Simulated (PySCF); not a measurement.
# H8P2SSi2: the cost of one run

Programs: PySCF 2.14.0, with density-fitted response routines of our own. Each step states its level of theory. These are calculated values for one molecule in the gas phase, unless marked as measured. Atoms are numbered from 0 throughout.

### 1 The molecule as given

13 atoms, charge 0, multiplicity 1; geometry from: PBE0-D3(BJ)/def2-SVP.

Bonds of the start (Å): Si0–S1 2.15, S1–Si2 2.16, Si2–P3 2.26, Si2–P4 2.27, Si0–H5 1.49, Si0–H6 1.49, Si0–H7 1.49, Si2–H8 1.49, P3–H9 1.43, P3–H10 1.43, P4–H11 1.43, P4–H12 1.43.

### 2 NMR shieldings: PBE0/6-31G*

The job: settings as JSON, then the geometry in Å.

```
{"job": {"kind": "nmr", "xc": "PBE0", "basis": "6-31G*", "pop": true}, "charge": 0, "multiplicity": 1}
Si    -1.680074    -1.342192    -0.576102
S     -0.437504    -0.210350    -1.924026
Si     1.062040     0.540895    -0.569809
P      0.419187     2.268334     0.742515
P      1.709701    -1.105818     0.845827
H     -2.961573    -1.559336    -1.304452
H     -1.932379    -0.576715     0.681110
H     -1.064512    -2.656738    -0.234592
H      2.149182     1.035529    -1.464501
H     -0.761494     1.600482     1.190272
H     -0.246320     2.941243    -0.327452
H      2.843509    -0.364418     1.300931
H      2.435943    -1.813726    -0.159281
```

With the program's defaults for keys left out, this is: GIAO PBE0/6-31G* NMR shielding, non-relativistic, gas phase.

Run with:

```
OMP_NUM_THREADS=1 python probes_run.py task.json out
```

The driver reads the jobs from task.json and runs them one after another.

Q: Estimate the wall time and peak memory of this first job on 1 thread of Arm Neoverse V1, shared host.

About 14 s, with a peak of 0.59 GiB.
